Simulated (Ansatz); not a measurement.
Runs of Ansatz 0.2.0 on Mg3ZnC. Symmetry: Pm-3m, No. 221, cubic system. Conventional cell: a = 4.407 Å, b = 4.407 Å, c = 4.407 Å, α = 90.00°, β = 90.00°, γ = 90.00°. Zn (site symmetry m-3m) has 12 Mg at 3.12 Å as nearest neighbours. Around Mg (site symmetry 4/mmm) lie 2 C at 2.20 Å. C (site symmetry m-3m) is surrounded by 6 Mg at 2.20 Å. The cell comes from a database or a generator and needn't be the stable form of this composition.

```tsv
level	cutoff (eV)	gap on the mesh (eV)	pressure (GPa)
PBEsol	420	none	-1.8
LDA	420	none	(b)
revPBE	420	none	(a)
BLYP	420	none	1.1
RPBE	420	none	1.8
r2SCAN	500	none	-1.6
```

Alike in all rows: task projected density of states; potentials or basis Ansatz PAW; no spin polarisation; cell as given; k mesh 6 × 6 × 6; smearing fermi-dirac 0.05 eV.

Fill in the values left out.

(a) 1.4; (b) -4.3.

Caveats: the PAW data sets come from PBE, with cores solved anew for the run's functional, which leaves a small shift of forces and pressure; the density of states is complete only up to the lowest level of the last band computed.

A gap of «none» marks a metal or a gap under the smearing width.

Runs at the PBE level aren't shown here.
